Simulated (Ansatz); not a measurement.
Hf2Pd2Se2Br2O3:

```
Hf Pd Se Br O
1.0
     5.76070    0.00000    0.00000
    -0.52247    5.84720    0.00000
    -1.48845   -0.88663    6.65037
Hf Pd Se Br O
2 2 2 2 3
Direct
  0.74540 0.39602 0.34989
  0.28763 0.45322 0.59401
  0.90854 0.13294 0.84849
  0.25249 0.90323 0.35874
  0.63469 0.40355 0.93716
  0.62597 0.78174 0.53023
  0.85273 0.99089 0.15355
  0.22526 0.82084 0.86223
  0.96040 0.28925 0.59026
  0.43233 0.24524 0.40864
  0.07457 0.58308 0.36682
```

The cell was built by a generator and needn't be a form met in nature.

- Program: Ansatz 0.2.0
- Task: relaxation of cell and atoms
- Functional: PBE
- Dispersion: D3(BJ)-ATM
- Potentials or basis: Ansatz PAW
- Cutoff: 420 eV (not typed: the program's choice for these potentials)
- k mesh: 4 × 4 × 3
- Occupations: fermi-dirac, width 0.05 eV
- Spin: no spin polarisation

At the start: volume 20.36 Å³/atom.

Q: Where does the relaxation end?

A: It ends after 9 steps and the volume is 19.72 Å³/atom (-3.2 %); space group P1 (No. 1, to 0.05 Å).

The path:
```tsv
step	energy change (eV)	largest force (eV/Å)	volume (Å³)
1	0.0000	0.0233	224.01
2	-0.0216	0.2794	212.81
3	-0.0541	0.0649	217.66
4	-0.0555	0.0480	217.29
5	-0.0563	0.0151	217.04
6	-0.0563	0.0040	217.03
7	-0.0488	0.0043	217.03
8	-0.0490	0.0036	216.88
9	-0.0489	0.0036	216.88
```

Final structure:
```
Hf Pd Se Br O
1.0
     5.72067   -0.00186   -0.00375
    -0.52073    5.78971   -0.03058
    -1.48215   -0.91257    6.55401
Hf Pd Se Br O
2 2 2 2 3
Cartesian
  3.5357 1.9735 2.2644
  0.5322 2.0852 3.8911
  3.8797 -0.0163 5.5580
  0.4358 4.9004 2.3167
  2.0324 1.4888 6.1200
  2.3969 4.0634 3.4582
  4.1054 5.5581 0.9660
  -0.3952 3.9832 5.6657
  4.4669 1.1350 3.8666
  1.7332 1.0437 2.6425
  -0.4161 3.0365 2.3691
```

Caveat: the plane-wave basis is chosen anew once the cell has moved, so the energies of steps on either side of that aren't comparable.
